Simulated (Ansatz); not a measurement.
# C2H8BN: the cost of one run

Program: Ansatz 0.2.0. Level of theory: RKS B3LYP/def2-SVP. These are calculated values, not measurements.

## Step 1: The system as given

Bond lengths: B1–N2 1.376 Å, N2–C3 1.446 Å, C3–C4 1.528 Å, B1–H5 1.172 Å, B1–H6 1.172 Å, N2–H7 1.011 Å, C3–H8 1.091 Å, C3–H9 1.098 Å, C4–H10 1.089 Å, C4–H11 1.087 Å, C4–H12 1.088 Å. Angles (14 of 18 angles, heavy atoms first): B1–N2–C3 127.8°, N2–C3–C4 111.7°, B1–N2–H7 120.6°, C3–N2–H7 111.5°, N2–B1–H5 118.8°, N2–B1–H6 119.1°, N2–C3–H8 108.1°, N2–C3–H9 109.7°, C4–C3–H8 109.8°, C4–C3–H9 109.2°, C3–C4–H10 110.6°, C3–C4–H11 110.2°, C3–C4–H12 110.1°, H5–B1–H6 122.1°.

Coordinates:

```xyz
12

B    -1.7109    1.0081    0.3076
N    -0.3497    0.8087    0.2899
C     0.3681   -0.4297    0.4944
C     1.1683   -0.8295   -0.7443
H    -2.1255    2.0850    0.1042
H    -2.4180    0.1001    0.5302
H     0.2801    1.5739    0.0907
H    -0.3596   -1.2073    0.7315
H     1.0513   -0.3255    1.3482
H     1.9081   -0.0677   -0.9846
H     1.6849   -1.7701   -0.5710
H     0.5029   -0.9461   -1.5968
```

## Step 2: Relaxing end A

Input file input.yaml:

```yaml
crystal:
  periodic: [false, false, false]
  atoms:
    - { symbol: B, position_ang: [-1.71087, 1.00813, 0.30765] }
    - { symbol: "N", position_ang: [-0.34972, 0.8087, 0.28988] }
    - { symbol: C, position_ang: [0.36813, -0.42969, 0.49439] }
    - { symbol: C, position_ang: [1.16832, -0.82951, -0.74433] }
    - { symbol: H, position_ang: [-2.12554, 2.08501, 0.10422] }
    - { symbol: H, position_ang: [-2.41798, 0.1001, 0.53018] }
    - { symbol: H, position_ang: [0.28012, 1.57387, 0.09074] }
    - { symbol: H, position_ang: [-0.35959, -1.20728, 0.73154] }
    - { symbol: H, position_ang: [1.05125, -0.3255, 1.34817] }
    - { symbol: H, position_ang: [1.90809, -0.06769, -0.98457] }
    - { symbol: H, position_ang: [1.68488, -1.77006, -0.57104] }
    - { symbol: H, position_ang: [0.50291, -0.94608, -1.59683] }
basis:
  gaussian: { orbitals: def2-SVP }
hamiltonian:
  xc: b3lyp
relax:
  f_tol: 0.015
  max_steps: 40
output:
  orbitals: {}
```

On the command line:

```
ansatz run input.yaml --threads 2 --pin off --max-ram 3072MiB --backend cpu --events-out ev --progress --plain --runs-dir out
```

**Question.** How long does this run take on 2 threads of Arm Neoverse V2, shared host, and how much memory does it need?

About 12 s, with a peak of 0.18 GiB.
